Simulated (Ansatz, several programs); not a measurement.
YLuN₂, ordered on the rocksalt lattice (P4/mmm) with 4 atoms a cell, relaxed with PBE in Ansatz (plane waves, PAW): space group P4/mmm (No. 123), tetragonal; a = 3.422 Å, c = 4.836 Å in the conventional setting, 14.15 Å³ an atom. Y has 6 N at 2.42 Å; N has 2 Y at 2.42 Å and 4 Lu at 2.42 Å; Lu has 6 N at 2.42 Å; N has 2 Lu at 2.42 Å and 4 Y at 2.42 Å. The cell was then scaled with its shape and fractional coordinates held, which makes it stiffer than a relaxed compression. Simulation only: spin-unpolarised, and no claim that this is the phase found in nature.

```tsv
V (Å³/atom)	E (meV/atom)
13.305	28.63
13.730	6.84
14.155	0.00
15.004	23.69
```

**Question.** Pass a cubic E = c₀ + c₁u + c₂u² + c₃u³, with u = V − 14.048 Å³, through these points.

**Answer.** c₀ = 0.42, c₁ = -7.857, c₂ = 37.538, c₃ = -4.0313 (meV and Å³).

**Question.** Where is the minimum, and what bulk modulus follows?

**Answer.** dE/du = 0 at u = +0.106, so V₀ = 14.15 Å³. B = V₀ d²E/dV² = 14.15 × (2c₂ + 6c₃u) = 14.15 × 72.501 = 1026 meV/Å³, and 1 meV/Å³ is 0.16022 GPa: 164 GPa. A third-order Birch-Murnaghan fit to all five points gives 14.16 Å³ and 163 GPa.

**Question.** Predict the energy and the pressure at the withheld volume, 14.579 Å³.

**Answer.** With u = +0.531: E ≈ 6.23 meV and P = −dE/dV ≈ -4.58 GPa. The run gives 6.20 meV and, from its stress, -4.57 GPa.
